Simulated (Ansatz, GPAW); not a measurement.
CaO: PBE in single-zeta orbitals, run from Python

These are simulated results from GPAW 26.7.0, not measurements. The cell began as a measured structure and was relaxed with r2SCAN in plane waves (Ansatz 0.2.0). All runs are without spin polarisation.

Space group Fm-3m (No. 225), cubic; conventional cell a = 4.795 Å, 13.78 Å³ an atom. Around Ca lie 6 O at 2.40 Å; around O lie 6 Ca at 2.40 Å.

The basis is minimal: single zeta, one radial function for each shell that the log's basis lists. It describes the filled bands fairly and the empty ones poorly.

Input script:

```python
import json
from ase import Atoms
from gpaw import GPAW, PW, FermiDirac

atoms = Atoms(['Ca', 'O'],
              cell=[[0.0, 2.39754739, 2.39754739], [2.39754739, 0.0, 2.39754739], [2.39754739, 2.39754739, 0.0]],
              scaled_positions=[[0.0, 0.0, 0.0], [0.5, 0.5, 0.5]],
              pbc=True)
calc = GPAW(mode='lcao', basis='sz(dzp)', h=0.2, xc='PBE', kpts={'size': (6, 6, 6), 'gamma': True},
            occupations=FermiDirac(0.02), maxiter=100, legacy_gpaw=True, txt='gpaw.txt')
atoms.calc = calc
res = {'energy': atoms.get_potential_energy(force_consistent=True)}
res['electrons'] = calc.get_number_of_electrons()
res['k'] = calc.get_ibz_k_points().tolist()
res['levels'] = [calc.get_eigenvalues(kpt=i).tolist() for i in range(len(res['k']))]
points = [[0.0, 0.0, 0.0], [0.5, 0.0, 0.5], [0.625, 0.25, 0.625], [0.375, 0.375, 0.75], [0.5, 0.5, 0.5], [0.5, 0.25, 0.75], [0.0, 0.5, 0.5]]
bands = calc.fixed_density(kpts=points, symmetry='off', txt='bands.txt')
res['points'] = [bands.get_eigenvalues(kpt=i).tolist() for i in range(len(points))]
json.dump(res, open('results.json', 'w'))
print('free energy (eV):', round(res['energy'], 5))
```

Command: `python run.py`. It took 18 s on 1 thread of Arm Neoverse V1, on a shared host, peak memory 0.13 GiB.

The log gpaw.txt, trimmed of paths, versions and times, then the last line on the terminal. An iter line gives the energy in eV and the logarithms of the changes of orbitals (plane waves alone) and density (c: converged):

```
___ ___ ___ _ _ _
 |   |   |_  | | | |

 | | | | | . | | | |

 |__ |  _|___|_____|  26.7.0
 |___|_|

Input parameters:
  basis: sz(dzp)
  h: 0.2
  kpts: {gamma: True,
         size: (6, 6, 6)}
  maxiter: 100
  mode: lcao
  occupations: {fixmagmom: False,
                name: fermi-dirac,
                width: 0.02}
  xc: PBE

System changes: positions, numbers, cell, pbc, initial_charges, initial_magmoms

Initialize ...

species:
  Ca:
    name:    Calcium
    Z:       20.0
    valence: 10
    core:    10
    charge:  0.0  # [|e|]
    compensation charges:
      type: gauss
      rc: 0.37  # [Å]
      lmax: 2
    cutoffs:
      filter: 2.10  # [Å]
      core: 1.17  # [Å]
    projectors
    | kind |    occ | energy [eV] | rcut [Å] |

    |------|--------|-------------|----------|

    |   3s |  2.000 |     -47.086 |    1.175 |

    |   4s |  2.000 |      -3.766 |    1.175 |

    |   3p |  6.000 |     -28.008 |    1.154 |

    |    p |        |      -0.797 |    1.154 |

    |    d |        |       0.000 |    0.937 |

    LCAO basis set for Ca:
      Name: sz(dzp)
      Number of radial functions: 5
      Number of spherical harmonics: 13
        l=0, rc=3.8906 Bohr: 3s-sz confined orbital
        l=0, rc=10.7812 Bohr: 4s-sz confined orbital
        l=1, rc=4.4531 Bohr: 3p-sz confined orbital
        l=1, rc=13.9219 Bohr: 4p-sz confined orbital
        l=2, rc=8.8594 Bohr: 3d-sz confined orbital
      Number of RI-basis functions 0

  O:
    name:    Oxygen
    Z:       8.0
    valence: 6
    core:    2
    charge:  0.0  # [|e|]
    compensation charges:
      type: gauss
      rc: 0.21  # [Å]
      lmax: 2
    cutoffs:
      filter: 1.17  # [Å]
      core: 0.83  # [Å]
    projectors
    | kind |    occ | energy [eV] | rcut [Å] |

    |------|--------|-------------|----------|

    |   2s |  2.000 |     -23.961 |    0.688 |

    |   2p |  4.000 |      -9.029 |    0.598 |

    |    s |        |       3.251 |    0.688 |

    |    p |        |      18.182 |    0.598 |

    |    d |        |       0.000 |    0.619 |

    LCAO basis set for O:
      Name: sz(dzp)
      Number of radial functions: 2
      Number of spherical harmonics: 4
        l=0, rc=4.3438 Bohr: 2s-sz confined orbital
        l=1, rc=5.3906 Bohr: 2p-sz confined orbital
      Number of RI-basis functions 0

Reference energy: -20551.721533  # eV

Spin-paired calculation

Convergence criteria:
 Maximum [total energy] change in last 3 cyles: 0.0005 eV / valence electron
 Maximum integral of absolute [dens]ity change: 0.0001 electrons / valence electron
 Maximum integral of absolute [eigenst]ate change: 4e-08 eV^2 / valence electron
 Maximum number of scf [iter]ations: 100
 (Square brackets indicate name in SCF output, whereas a 'c' in
 the SCF output indicates the quantity has converged.)

Symmetries present (total): 48

  ( 1  0  0)  ( 1  0  0)  ( 1  0  0)  ( 1  0  0)  ( 1  0 -1)  ( 1  0 -1)
  ( 1  0 -1)  ( 1 -1  0)  ( 0  1  0)  ( 0  0  1)  ( 1  0  0)  ( 1 -1  0)
  ( 1 -1  0)  ( 1  0 -1)  ( 0  0  1)  ( 0  1  0)  ( 1 -1  0)  ( 1  0  0)

  ( 1  0 -1)  ( 1  0 -1)  ( 1 -1  0)  ( 1 -1  0)  ( 1 -1  0)  ( 1 -1  0)
  ( 0  1 -1)  ( 0  0 -1)  ( 1  0  0)  ( 1  0 -1)  ( 0 -1  1)  ( 0 -1  0)
  ( 0  0 -1)  ( 0  1 -1)  ( 1  0 -1)  ( 1  0  0)  ( 0 -1  0)  ( 0 -1  1)

  ( 0  1  0)  ( 0  1  0)  ( 0  1  0)  ( 0  1  0)  ( 0  1 -1)  ( 0  1 -1)
  ( 1  0  0)  ( 0  1 -1)  ( 0  0  1)  (-1  1  0)  ( 1  0 -1)  ( 0  1  0)
  ( 0  0  1)  (-1  1  0)  ( 1  0  0)  ( 0  1 -1)  ( 0  0 -1)  (-1  1  0)

  ( 0  1 -1)  ( 0  1 -1)  ( 0  0  1)  ( 0  0  1)  ( 0  0  1)  ( 0  0  1)
  ( 0  0 -1)  (-1  1  0)  ( 1  0  0)  ( 0  1  0)  ( 0 -1  1)  (-1  0  1)
  ( 1  0 -1)  ( 0  1  0)  ( 0  1  0)  ( 1  0  0)  (-1  0  1)  ( 0 -1  1)

  ( 0  0 -1)  ( 0  0 -1)  ( 0  0 -1)  ( 0  0 -1)  ( 0 -1  1)  ( 0 -1  1)
  ( 1  0 -1)  ( 0  1 -1)  ( 0 -1  0)  (-1  0  0)  ( 1 -1  0)  ( 0  0  1)
  ( 0  1 -1)  ( 1  0 -1)  (-1  0  0)  ( 0 -1  0)  ( 0 -1  0)  (-1  0  1)

  ( 0 -1  1)  ( 0 -1  1)  ( 0 -1  0)  ( 0 -1  0)  ( 0 -1  0)  ( 0 -1  0)
  ( 0 -1  0)  (-1  0  1)  ( 1 -1  0)  ( 0  0 -1)  ( 0 -1  1)  (-1  0  0)
  ( 1 -1  0)  ( 0  0  1)  ( 0 -1  1)  (-1  0  0)  ( 1 -1  0)  ( 0  0 -1)

  (-1  1  0)  (-1  1  0)  (-1  1  0)  (-1  1  0)  (-1  0  1)  (-1  0  1)
  ( 0  1  0)  ( 0  1 -1)  (-1  0  1)  (-1  0  0)  ( 0  0  1)  ( 0 -1  1)
  ( 0  1 -1)  ( 0  1  0)  (-1  0  0)  (-1  0  1)  ( 0 -1  1)  ( 0  0  1)

  (-1  0  1)  (-1  0  1)  (-1  0  0)  (-1  0  0)  (-1  0  0)  (-1  0  0)
  (-1  1  0)  (-1  0  0)  ( 0  0 -1)  ( 0 -1  0)  (-1  1  0)  (-1  0  1)
  (-1  0  0)  (-1  1  0)  ( 0 -1  0)  ( 0  0 -1)  (-1  0  1)  (-1  1  0)

216 k-points: 6 x 6 x 6 Monkhorst-Pack grid + [1/12,1/12,1/12]
16 k-points in the irreducible part of the Brillouin zone
       k-points in crystal coordinates                weights
   0:     0.00000000    0.00000000    0.00000000          1/216
   1:     0.16666667    0.16666667    0.00000000          6/216
   2:     0.16666667    0.16666667    0.16666667          8/216
   3:     0.33333333    0.16666667    0.16666667         12/216
   4:     0.33333333    0.33333333   -0.33333333         12/216
   5:     0.33333333    0.33333333    0.00000000          6/216
   6:     0.33333333    0.33333333    0.16666667         24/216
   7:     0.33333333    0.33333333    0.33333333          8/216
   8:     0.50000000    0.33333333   -0.33333333         24/216
   9:     0.50000000    0.33333333   -0.16666667         12/216
          ...
  15:     0.50000000    0.50000000    0.50000000          4/216

Wave functions: LCAO
  Diagonalizer: Serial LAPACK
  Atomic Correction: dense with blas
  Data-type: complex

Occupation numbers: Fermi-Dirac:
  width: 0.0200  # eV

Eigensolver
   LCAO using direct dense diagonalizer

Densities:
  Coarse grid: 12*12*12 grid
  Fine grid: 24*24*24 grid
  Total Charge: 0.000000

Density mixing:
  Method: separate
  Backend: msr1
  Linear mixing parameter: 0.05
  old densities: 10
  Width of damping distribution: 1.1
  Damping of long wavelength oscillations: 20

Hamiltonian:
  XC and Coulomb potentials evaluated on a 24*24*24 grid
  Using the PBE Exchange-Correlation functional
  Interpolation: tri-quintic (5. degree polynomial)
  Poisson solver: FastPoissonSolver using
    Stencil: 12*3+1=37 point O(h^6) finite-difference Laplacian
    FFT axes: [np.int64(0), np.int64(1), np.int64(2)]
    FST axes: []

XC parameters: PBE with 2 nearest neighbor stencil

Memory estimate:
  Process memory now: 109.88 MiB
  Calculator: 7.51 MiB
    Density: 2.86 MiB
      Arrays: 0.34 MiB
      Localized functions: 2.25 MiB
      Mixer: 0.26 MiB
    Hamiltonian: 0.40 MiB
      Arrays: 0.22 MiB
      XC: 0.00 MiB
      Poisson: 0.00 MiB
      vbar: 0.17 MiB
    Wavefunctions: 4.25 MiB
      C [qnM]: 0.04 MiB
      S, T [2 x qmm]: 0.14 MiB
      P [aqMi]: 0.01 MiB
      BasisFunctions: 4.07 MiB
      Eigensolver: 0.00 MiB

Total number of cores used: 1

Number of atoms: 2
Number of atomic orbitals: 17
Number of bands in calculation: 9
Number of valence electrons: 16
Bands to converge: occupied
Positions:
   0 Ca     0.000000    0.000000    0.000000    ( 0.0000,  0.0000,  0.0000)
   1 O      2.397547    2.397547    2.397547    ( 0.0000,  0.0000,  0.0000)

Unit cell:
           periodic     x           y           z      points  spacing
  1. axis:    yes    0.000000    2.397547    2.397547    12     0.2307
  2. axis:    yes    2.397547    0.000000    2.397547    12     0.2307
  3. axis:    yes    2.397547    2.397547    0.000000    12     0.2307

  Lengths:   3.390644   3.390644   3.390644
  Angles:   60.000000  60.000000  60.000000

Effective grid spacing dv^(1/3) = 0.2517

iter:   1   -11.707550        c
iter:   2   -11.483720        c -1.11
iter:   3   -11.005642        c -1.17
iter:   4   -11.009667        c -1.63
iter:   5   -11.015254        c -1.82
iter:   6   -11.015244c       c -2.92
iter:   7   -11.015235c       c -3.78
iter:   8   -11.015234c       c -4.34c

Converged after 8 iterations.

Energy contributions relative to reference atoms: (reference = -20551.721533)

Kinetic:        +17.645568
Potential:      -14.231743
External:        +0.000000
XC:             -15.606280
Entropy (-ST):   -0.000000
Local:           +1.177222
SIC:             +0.000000
--------------------------
Free energy:    -11.015234
Extrapolated:   -11.015234

Showing only first 2 kpts
 Kpt  Band  Eigenvalues  Occupancy
  0     6      5.15979    2.00000
  0     7      5.20462    2.00000
  0     8      9.89722    0.00000

  1     6      4.94232    2.00000
  1     7      4.97039    2.00000
  1     8     10.47851    0.00000

Fermi level: 5.89825

Gap: 3.442 eV
Transition (v -> c):
  (s=0, k=0, n=7, [0.00, 0.00, 0.00]) -> (s=0, k=12, n=8, [0.50, 0.50, 0.00])
Direct/indirect transitions are different
Direct gap: 3.913 eV
Transition at: (s=0, k=12, n=7, [0.50, 0.50, 0.00])

free energy (eV): -11.01523
```

The gap in the log is over the mesh alone; results.json adds the listed points. PBE in single-zeta orbitals gives a gap of 3.44 eV. On the same cell, plane-wave PBE (Ansatz, 10×10×10 k points and the special points) gives a gap of 3.65 eV and r2SCAN a gap of 4.20 eV; on shared hosts these took about 1.6 and 3.6 core-seconds on the 2-atom cell, against 18 for the script. Semilocal gaps usually lie below measured ones.
